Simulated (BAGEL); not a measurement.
# Si2H5OF (SMILES F[SiH2]O[SiH3]): B3LYP/6-31G(d) (density fitting with qzvpp-jkfit, spherical functions)

Aim: the energy change on altering one bond length of Si2H5OF at B3LYP/6-31G* (density fitting with qzvpp-jkfit, spherical functions), from 2 runs. 

The results are computed with BAGEL 1.2.2.

1 further run of the same task is left out (set aside as unsound or not needed). Runs told in other sessions of the task aren't counted.

## 1. The molecule

Si2H5OF has 9 atoms, charge 0, and is taken as a singlet. As SMILES, `F[SiH2]O[SiH3]`. The shape is that of a PBE0-D4/def2-TZVP optimisation. This is one conformer, not always the lowest.

Bond lengths: F1–Si2 1.594 Å, Si2–O3 1.616 Å, O3–Si4 1.641 Å, Si2–H5 1.476 Å, Si2–H6 1.480 Å, Si4–H7 1.482 Å, Si4–H8 1.483 Å, Si4–H9 1.486 Å. Some angles: F1–Si2–O3 109.6°, Si2–O3–Si4 148.9°, F1–Si2–H5 107.7°, F1–Si2–H6 107.0°, O3–Si2–H5 108.7°, O3–Si2–H6 110.5°, O3–Si4–H7 108.1°, O3–Si4–H8 109.6°, O3–Si4–H9 109.9°, H5–Si2–H6 113.2°.

## 2. The energy at B3LYP/6-31G(d) (density fitting with qzvpp-jkfit, spherical functions)

calc.json

```json
{ "bagel" : [

{
  "title" : "molecule",
  "basis" : "6-31gs.json",
  "df_basis" : "qzvpp-jkfit",
  "angstrom" : true,
  "geometry" : [
    { "atom" : "F", "xyz" : [      -1.694000,       1.210500,      -1.272300 ] },
    { "atom" : "Si", "xyz" : [      -0.171500,       1.320100,      -0.812600 ] },
    { "atom" : "O", "xyz" : [       0.351200,      -0.127900,      -0.321100 ] },
    { "atom" : "Si", "xyz" : [       0.285400,      -1.347000,       0.774900 ] },
    { "atom" : "H", "xyz" : [       0.623200,       1.737300,      -1.984500 ] },
    { "atom" : "H", "xyz" : [      -0.123700,       2.293600,       0.301100 ] },
    { "atom" : "H", "xyz" : [       1.618500,      -1.993000,       0.825600 ] },
    { "atom" : "H", "xyz" : [      -0.738800,      -2.335100,       0.357400 ] },
    { "atom" : "H", "xyz" : [      -0.061900,      -0.805000,       2.114200 ] }
  ]
},

{ "title" : "ks", "xc_func" : "b3lyp" },

{ "title" : "print", "file" : "orbitals.molden", "orbitals" : true }

]}
```

The basis set 6-31G* is read from a file made from the Basis Set Exchange's data (not shown).

Started as:

```console
$ BAGEL_NUM_THREADS=1 BAGEL calc.json > calc.out
```

Standard output:

```text
* using 1 threads per process

  ===============================================================
  ===============================================================

  *** Geometry ***

  { "atom" : "F", "xyz" : [     -3.201196,      2.287513,     -2.404299 ] },
  { "atom" : "Si", "xyz" : [     -0.324088,      2.494627,     -1.535591 ] },
  { "atom" : "O", "xyz" : [      0.663672,     -0.241696,     -0.606791 ] },
  { "atom" : "Si", "xyz" : [      0.539328,     -2.545461,      1.464349 ] },
  { "atom" : "H", "xyz" : [      1.177677,      3.283021,     -3.750161 ] },
  { "atom" : "H", "xyz" : [     -0.233759,      4.334276,      0.568997 ] },
  { "atom" : "H", "xyz" : [      3.058522,     -3.766224,      1.560158 ] },
  { "atom" : "H", "xyz" : [     -1.396130,     -4.412699,      0.675388 ] },
  { "atom" : "H", "xyz" : [     -0.116974,     -1.521230,      3.995259 ] },

  Number of auxiliary basis functions:      500

  Since a DF basis is specified, we compute 2- and 3-index integrals:
    o Being stored without compression. Storage requirement is 0.022 GB

  Number of basis functions:       74
  Number of electrons      :       50

    * METHOD: MOLECULE                             0.18

  *** Kohn-Sham DFT ***

    * Removing 15215 points whose weight is below 1.00e-10
    * Grid points: 118939

  === Nuclear Repulsion ===
   231.1779326507

       - DIIS with orbital gradients will be used.

  === KS iteration (b3lyp / 6-31gs.json) ===
      0       -724.54133438          0.13939931           0.31
      1       -690.18844168          0.11554433           0.29
      2       -574.91473052          0.22352368           0.30
      3       -734.24116343          0.13137691           0.29
      4       -740.77947968          0.10522737           0.28
      5       -743.18866847          0.10006317           0.28
      6       -744.33249968          0.11565544           0.29
      7       -674.82698694          0.17607835           0.29
      8       -756.68868985          0.03082163           0.30
      9       -756.39247712          0.04635803           0.30
     10       -757.15785472          0.00778103           0.30
     11       -757.18007764          0.00308373           0.29
     12       -757.18473498          0.00109962           0.28
     13       -757.18521930          0.00013003           0.28
     14       -757.18522542          0.00004645           0.28
     15       -757.18522635          0.00000538           0.28
     16       -757.18522637          0.00000059           0.28
     17       -757.18522637          0.00000047           0.28
     18       -757.18522637          0.00000006           0.28
     19       -757.18522637          0.00000002           0.28
     20       -757.18522637          0.00000001           0.28
     21       -757.18522637          0.00000000           0.28
    * SCF iteration converged.

    * Permanent dipole moment:
           (   -0.352322,     0.045759,    -0.307007) a.u.

    * METHOD: KS                                   6.84

    * METHOD: PRINT                                0.01

  ===============================================================
```

Wall time 7.5 s (1 thread of AMD EPYC 9R45 (Zen 5), shared host); peak memory 0.44 GiB.

## 3. The distorted shape at the same level

input.json

```json
{ "bagel": [

{
  "title": "molecule",
  "basis": "6-31gs.json",
  "df_basis": "qzvpp-jkfit",
  "angstrom": true,
  "geometry": [
    { "atom": "F", "xyz": [      -0.464929,       2.396250,      -0.771287 ] },
    { "atom": "Si", "xyz": [       1.057571,       2.505850,      -0.311587 ] },
    { "atom": "O", "xyz": [       1.580271,       1.057850,       0.179913 ] },
    { "atom": "Si", "xyz": [       1.514471,      -0.161250,       1.275913 ] },
    { "atom": "H", "xyz": [       1.852271,       2.923050,      -1.483487 ] },
    { "atom": "H", "xyz": [       1.105371,       3.479350,       0.802113 ] },
    { "atom": "H", "xyz": [       2.847571,      -0.807250,       1.326613 ] },
    { "atom": "H", "xyz": [      -0.738800,      -2.335100,       0.357400 ] },
    { "atom": "H", "xyz": [       1.167171,       0.380750,       2.615213 ] }
  ]
},

{ "title": "ks", "xc_func": "b3lyp", "charge": 0 },

{ "title": "print", "file": "orbitals.molden", "orbitals": true }

]}
```

The basis set 6-31G* is read from a file made from the Basis Set Exchange's data (not shown).

Started as:

```console
$ BAGEL_NUM_THREADS=1 BAGEL input.json > input.out
```

Standard output:

```text
* using 1 threads per process

  ===============================================================
  ===============================================================

  *** Geometry ***

  { "atom" : "F", "xyz" : [     -0.878588,      4.528256,     -1.457521 ] },
  { "atom" : "Si", "xyz" : [      1.998520,      4.735370,     -0.588814 ] },
  { "atom" : "O", "xyz" : [      2.986279,      1.999047,      0.339986 ] },
  { "atom" : "Si", "xyz" : [      2.861935,     -0.304718,      2.411126 ] },
  { "atom" : "H", "xyz" : [      3.500285,      5.523764,     -2.803384 ] },
  { "atom" : "H", "xyz" : [      2.088848,      6.575019,      1.515774 ] },
  { "atom" : "H", "xyz" : [      5.381129,     -1.525481,      2.506935 ] },
  { "atom" : "H", "xyz" : [     -1.396130,     -4.412699,      0.675388 ] },
  { "atom" : "H", "xyz" : [      2.205634,      0.719513,      4.942036 ] },

  Number of auxiliary basis functions:      500

  Since a DF basis is specified, we compute 2- and 3-index integrals:
    o Being stored without compression. Storage requirement is 0.022 GB

  Number of basis functions:       74
  Number of electrons      :       50

    * METHOD: MOLECULE                             0.18

  *** Kohn-Sham DFT ***

    * Removing 14241 points whose weight is below 1.00e-10
    * Grid points: 119913

  === Nuclear Repulsion ===
   226.9084557898

       - DIIS with orbital gradients will be used.

  === KS iteration (b3lyp / 6-31gs.json) ===
      0       -724.94050444          0.13880204           0.33
      1       -691.94745323          0.11480263           0.30
      2       -623.59136610          0.23543043           0.31
      3       -733.14960747          0.13687914           0.31
      4       -740.73501098          0.10653067           0.30
      5       -743.61996658          0.09932906           0.31
      6       -743.28267430          0.10389229           0.30
      7       -676.52530659          0.16138314           0.31
      8       -751.48175102          0.07634435           0.30
      9       -756.24887036          0.03150523           0.30
     10       -756.39578371          0.03107644           0.31
     11       -756.98450413          0.00687887           0.30
     12       -756.92589741          0.00883700           0.31
     13       -756.98319709          0.00603717           0.30
     14       -757.01989007          0.00152944           0.30
     15       -757.02038292          0.00122127           0.29
     16       -757.02154288          0.00049582           0.29
     17       -757.02168735          0.00031365           0.30
     18       -757.02177141          0.00007282           0.30
     19       -757.02177400          0.00001715           0.29
     20       -757.02177418          0.00000887           0.28
     21       -757.02177420          0.00000621           0.29
     22       -757.02177421          0.00000118           0.29
     23       -757.02177421          0.00000010           0.29
     24       -757.02177421          0.00000024           0.30
     25       -757.02177421          0.00000001           0.29
     26       -757.02177421          0.00000000           0.29
    * SCF iteration converged.

    * Permanent dipole moment:
           (   -1.006260,    -0.739366,    -0.502455) a.u.

    * METHOD: KS                                   8.62

    * METHOD: PRINT                                0.01

  ===============================================================
```

Run time: 9 s. Hardware: 1 thread of AMD EPYC 9R45 (Zen 5), shared host; peak memory 0.45 GiB.

## 4. Summary of results

Level: B3LYP/6-31G* (density fitting with qzvpp-jkfit, spherical functions).

| quantity | value |
| --- | --- |
| first shape: total energy | -757.18523 Eh |
| first shape: dipole moment | 1.19 D |
| first shape: HOMO energy | -8.59 eV |
| first shape: LUMO energy | 0.22 eV |
| first shape: HOMO–LUMO gap | 8.81 eV |
| distorted shape: total energy | -757.02177 Eh |
| distorted shape: dipole moment | 3.42 D |
| distorted shape: HOMO energy | -6.14 eV |
| distorted shape: LUMO energy | -3.62 eV |
| distorted shape: HOMO–LUMO gap | 2.52 eV |
| energy change with the Si4–H8 bond stretched from 1.483 to 3.263 Å | 4.448 eV |

In words: One bond (distorted shape) is far stretched, which a spin-restricted single reference describes badly; a broken-symmetry solution may lie lower. With the Si4–H8 bond stretched from 1.483 to 3.263 Å the energy rises by 4.45 eV (103 kcal/mol). The first shape isn't relaxed at this level, so the change isn't measured from a minimum. A restricted reference can't describe the breaking bond well at this length.
